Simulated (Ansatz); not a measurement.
# SVWN5/6-31G(d) (spherical functions) run of [SiH3O4]− (SMILES [O-][Si](O)(O)O)

Aim: the energy change on altering one bond length of [SiH3O4]− at SVWN5/6-31G* (spherical functions), from 2 runs. 

Program for the calculation: Ansatz 0.2.0.

13 further runs of the same task are left out: 10 that didn't finish, 3 set aside as unsound or not needed. Runs told in other sessions of the task aren't counted.

## 1. The structure to begin with

The species is [SiH3O4]− (8 atoms), meant as a singlet with charge -1. SMILES: `[O-][Si](O)(O)O`. Geometry: relaxed at PBE0-D4/def2-TZVPD. This is one conformer, not always the lowest.

Bond lengths: O1–Si2 1.558 Å, Si2–O3 1.684 Å, Si2–O4 1.684 Å, Si2–O5 1.684 Å, O3–H6 0.959 Å, O4–H7 0.959 Å, O5–H8 0.959 Å. Angles: O1–Si2–O3 115.2°, O1–Si2–O4 115.2°, O1–Si2–O5 115.2°, O3–Si2–O4 103.2°, O3–Si2–O5 103.2°, O4–Si2–O5 103.2°, Si2–O3–H6 107.0°, Si2–O4–H7 107.0°, Si2–O5–H8 107.0°.

## 2. The energy at SVWN5/6-31G(d) (spherical functions)

Input file run.yaml:

```yaml
crystal:
  periodic: [false, false, false]
  atoms:
    - {symbol: O, position_ang: [-1.413500, 0.197800, 0.825000]}
    - {symbol: Si, position_ang: [-0.078000, 0.010900, 0.045600]}
    - {symbol: O, position_ang: [1.319300, 0.127500, 0.978800]}
    - {symbol: O, position_ang: [0.191900, 1.122100, -1.191000]}
    - {symbol: O, position_ang: [0.099000, -1.475100, -0.727300]}
    - {symbol: H, position_ang: [1.074100, 0.563800, 1.796600]}
    - {symbol: H, position_ang: [-0.653700, 1.525800, -1.393900]}
    - {symbol: H, position_ang: [-0.539100, -2.072800, -0.333900]}
basis:
  gaussian:
    orbitals: 6-31G_st_-spherical.json
total_charge: -1
hamiltonian:
  xc: {name: SVWN5}
accuracy: high
output: {orbitals: {seedname: orbitals}}
```

The basis set 6-31G* is read from a file made from the Basis Set Exchange's data (not shown).

Run with:

```console
$ ansatz run run.yaml --threads 1 --pin off --max-ram 2610MiB --events-out events.jsonl --progress --plain --runs-dir runs
```

Standard output:

```text
Warning: RAYON_NUM_THREADS=1 ignored (pool sized by the plan → 1); use --threads N
Functional definition: SVWN5
  name "SVWN5"
  exchange = slater_x
  correlation = vwn5_c
1756 factors; integrals over basis functions are off by at most 3.6e-9 eV
mean field evaluation 1: about -16020.8962 eV, gradient 6.8e1 eV
mean field evaluation 2: about -15986.2434 eV, gradient 1.5e2 eV
mean field evaluation 4: about -16029.0606 eV, gradient 3.7e0 eV
mean field evaluation 8: about -16029.0776 eV, gradient 5.5e-2 eV
mean field evaluation 16: about -16029.0776 eV, gradient 7.4e-6 eV
mean field -16029.07761366 eV, -589.0577374031 hartree, gradient 1.8e-8 eV, S^2 0.000000; 0 other end points of the search recorded, 0 dependent functions left out
reference -16029.07761700 eV, -589.0577375257 hartree; 25, 25 occupied and 55, 55 virtual orbitals, 1756 factors
Total energy: -16029.07761700 eV, -589.0577375257 hartree
```

Wall time 3.6 s (1 thread of Arm Neoverse V2, shared host); peak memory 0.19 GiB.

## 3. The distorted shape

Input file input.yaml:

```yaml
crystal:
  periodic: [false, false, false]
  atoms:
    - {symbol: O, position_ang: [-1.623130, 0.180307, 0.684997]}
    - {symbol: Si, position_ang: [-0.287630, -0.006593, -0.094403]}
    - {symbol: O, position_ang: [1.319300, 0.127500, 0.978800]}
    - {symbol: O, position_ang: [-0.017730, 1.104607, -1.331003]}
    - {symbol: O, position_ang: [-0.110630, -1.492593, -0.867303]}
    - {symbol: H, position_ang: [1.074100, 0.563800, 1.796600]}
    - {symbol: H, position_ang: [-0.863330, 1.508307, -1.533903]}
    - {symbol: H, position_ang: [-0.748730, -2.090293, -0.473903]}
basis:
  gaussian:
    orbitals: 6-31G_st_-spherical.json
output: {orbitals: {seedname: orbitals}}
total_charge: -1
hamiltonian:
  xc: {name: SVWN5}
accuracy: high
```

The basis set 6-31G* is read from a file made from the Basis Set Exchange's data (not shown).

Run with:

```console
$ ansatz run input.yaml --threads 1 --pin off --max-ram 2610MiB --events-out events.jsonl --progress --plain --runs-dir runs
```

Standard output:

```text
Warning: RAYON_NUM_THREADS=1 ignored (pool sized by the plan → 1); use --threads N
Functional definition: SVWN5
  name "SVWN5"
  exchange = slater_x
  correlation = vwn5_c
1747 factors; integrals over basis functions are off by at most 3.4e-9 eV
mean field evaluation 1: about -16020.3430 eV, gradient 6.8e1 eV
mean field evaluation 2: about -15983.9308 eV, gradient 1.5e2 eV
mean field evaluation 4: about -16028.5209 eV, gradient 4.8e0 eV
mean field evaluation 8: about -16028.5541 eV, gradient 2.9e-1 eV
mean field evaluation 16: about -16028.5543 eV, gradient 5.4e-6 eV
mean field -16028.55431558 eV, -589.0385065531 hartree, gradient 1.5e-8 eV, S^2 0.000000; 0 other end points of the search recorded, 0 dependent functions left out
reference -16028.55431891 eV, -589.0385066757 hartree; 25, 25 occupied and 55, 55 virtual orbitals, 1747 factors
Total energy: -16028.55431891 eV, -589.0385066757 hartree
```

Wall time 3.6 s (1 thread of Arm Neoverse V2, shared host); peak memory 0.19 GiB.

## 4. Outcome

At SVWN5/6-31G* (spherical functions):

| quantity | value |
| --- | --- |
| first shape: total energy | -589.05774 Eh |
| first shape: HOMO energy | 0.39 eV |
| first shape: LUMO energy | 5.50 eV |
| first shape: HOMO–LUMO gap (to an unbound level, set by the basis) | 5.12 eV |
| distorted shape: total energy | -589.03851 Eh |
| distorted shape: HOMO energy | 0.10 eV |
| distorted shape: LUMO energy | 5.17 eV |
| distorted shape: HOMO–LUMO gap (to an unbound level, set by the basis) | 5.07 eV |
| energy change with the Si2–O3 bond stretched from 1.684 to 1.937 Å | 0.523 eV |

In words: With the Si2–O3 bond stretched from 1.684 to 1.937 Å the energy rises by 0.52 eV (50.5 kJ/mol). The first shape isn't relaxed at this level, so the change isn't measured from a minimum. The HOMO (first shape) lies at positive energy, 0.39 eV, from the functional's self-interaction, a short basis or an electron that isn't bound; only total energies against the neutral tell. The HOMO (distorted shape) lies at positive energy, 0.10 eV, from the functional's self-interaction, a short basis or an electron that isn't bound; only total energies against the neutral tell.
